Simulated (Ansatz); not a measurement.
# BBrCl: the cost of one run

The runs use Ansatz 0.2.0; UKS r2SCAN-D4/def2-TZVP.

## 1. The starting structure

3 atoms, charge 0, spin multiplicity 2.

Atoms are counted from 1 here; the program's logs count them from 0.

Bond lengths: Cl1–B2 1.736 Å, B2–Br3 1.898 Å. Angles: Cl1–B2–Br3 124.9°.

Coordinates:

```xyz
3
charge 0, multiplicity 2
Cl   -0.15138    1.57486    0.07996
B    -0.49092   -0.08982   -0.27589
Br    0.63140   -1.54984    0.18273
```

## 3. Plan of the scan

- bond length Cl1–B2: 7 values from 1.480 to 2.410 Å
- angle Cl1–B2–Br3: 7 values from 100.7 to 150.7 °

Nothing else is relaxed (all other coordinates rigid). Energies count from the relaxed molecule at the same level.

(The set-up runs are not shown.)

## 4. Point bond length Cl1–B2 = 2.100 Å, angle Cl1–B2–Br3 = 100.7°

Input file input.yaml:

```yaml
crystal:
  periodic: [false, false, false]
  atoms:
    - { symbol: Cl, position_ang: [0.569753, 1.146511, 0.427185] }
    - { symbol: B, position_ang: [-0.554235, -0.449361, -0.347311] }
    - { symbol: Br, position_ang: [0.554837, -1.911142, 0.103936] }
magnetization:
  spin_polarized: true
  initial_magnetization: 1
basis:
  gaussian: { orbitals: def2-TZVP }
hamiltonian:
  xc: r2scan
  dispersion: d4
output:
  forces: true
```

Started as:

```bash
$ ansatz run input.yaml --threads 1 --pin off --max-ram 2560MiB --backend cpu --events-out ev --progress --plain --runs-dir out
```

What time and memory should one allow on 1 thread of Arm Neoverse V2, shared host?

About 8.2 s, with a peak of 0.18 GiB.
